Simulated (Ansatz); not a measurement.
**C₂H₈OSi₂: one species, many methods**

An exercise on one series of results from a longer session: the logs are not shown, and one member is left open.

Program: Ansatz 0.2.0, Gaussian basis. Level of theory: functionals in def2-TZVPP, the program's frozen cores in correlated methods. These are calculated values, not measurements.

Plan: PBE-D4, r2SCAN-D4, PBE0-D4, B3LYP-D4, ωB97X-V, ωB97M-V, B2PLYP; CCSD(T)/def2-TZVPP; MP2/def2-QZVPP; extrapolation to the limit.

## The geometry

The geometry comes from an earlier relaxation with PBE0-D4 in a triple-zeta def2 set; it is a stationary point, not always the lowest conformer.

SMILES `C=C[SiH2][SiH2]O`, 13 atoms, charge 0, spin multiplicity 1.

Atoms are counted from 1 here; the program's logs count them from 0.

Bond lengths: C1–C2 1.330 Å, C1–H6 1.086 Å, C1–H7 1.087 Å, C2–Si3 1.861 Å, C2–H8 1.089 Å, Si3–Si4 2.342 Å, Si3–H9 1.491 Å, Si3–H10 1.490 Å, Si4–O5 1.657 Å, Si4–H11 1.494 Å, Si4–H12 1.494 Å, O5–H13 0.958 Å. Angles: C2–C1–H6 121.8°, C2–C1–H7 122.1°, H6–C1–H7 116.1°, C1–C2–Si3 123.6°, C1–C2–H8 118.3°, Si3–C2–H8 118.1°, C2–Si3–Si4 110.4°, C2–Si3–H9 109.1°, C2–Si3–H10 110.8°, Si4–Si3–H9 109.1°, Si4–Si3–H10 108.8°, H9–Si3–H10 108.7°, Si3–Si4–O5 106.1°, Si3–Si4–H11 110.8°, Si3–Si4–H12 111.6°, O5–Si4–H11 110.9°, O5–Si4–H12 111.0°, H11–Si4–H12 106.5° and more.

Set-up of the first run:

The input, in.yaml:

```yaml
crystal:
  periodic: [false, false, false]
  atoms:
    - {symbol: C, position_ang: [-2.532344, -0.526236, 0.036151]}
    - {symbol: C, position_ang: [-1.325598, -0.555733, 0.595229]}
    - {symbol: Si, position_ang: [0.231253, -0.967729, -0.337899]}
    - {symbol: Si, position_ang: [1.659793, 0.887009, -0.401126]}
    - {symbol: O, position_ang: [1.913131, 1.326247, 1.176231]}
    - {symbol: H, position_ang: [-2.684211, -0.770668, -1.011484]}
    - {symbol: H, position_ang: [-3.422462, -0.257671, 0.598614]}
    - {symbol: H, position_ang: [-1.237710, -0.296338, 1.649085]}
    - {symbol: H, position_ang: [-0.125344, -1.355868, -1.732194]}
    - {symbol: H, position_ang: [0.948478, -2.104337, 0.306234]}
    - {symbol: H, position_ang: [1.041395, 2.006373, -1.172587]}
    - {symbol: H, position_ang: [2.950053, 0.564408, -1.081418]}
    - {symbol: H, position_ang: [2.468864, 2.089344, 1.340464]}
basis:
  gaussian: {orbitals: def2-TZVPP}
hamiltonian: {xc: pbe, dispersion: d4}
output: {forces: true, orbitals: {seedname: orbitals}}
```

Steps of the session up to this table: PBE-D4 (GGA); r2SCAN-D4 (meta-GGA); PBE0-D4 (hybrid); B3LYP-D4 (hybrid); ωB97X-V (range-separated); ωB97M-V (range-separated); B2PLYP (double hybrid); CCSD(T) in def2-TZVPP; MP2 in def2-QZVPP.

One table of the session follows, with a row left open; its other results are not shown here.

```
            method  atomisation energy (kcal/mol)
            PBE-D4                         1128.6
         r2SCAN-D4                         1120.6
           PBE0-D4                         1114.8
          B3LYP-D4                         1119.5
           ωB97X-V                         1123.9
           ωB97M-V                         1121.1
            B2PLYP                         1106.8
     HF/def2-TZVPP                          834.6
    MP2/def2-TZVPP                         1101.8
   CCSD/def2-TZVPP                         1078.7
CCSD(T)/def2-TZVPP                         1092.9
           MP2/CBS                              ?
       CCSD(T)/CBS                         1122.0
```

**Question.** Estimate the row for MP2/CBS.

The run gave: atomisation energy (kcal/mol): 1131.0. In the column «atomisation energy (kcal/mol)» it is the highest.

To keep in mind: Free atoms (2 C, 2 Si, 1 O, 8 H) were run apart at each level; the atomisation energy is their sum less the molecule, without zero-point or spin-orbit terms.
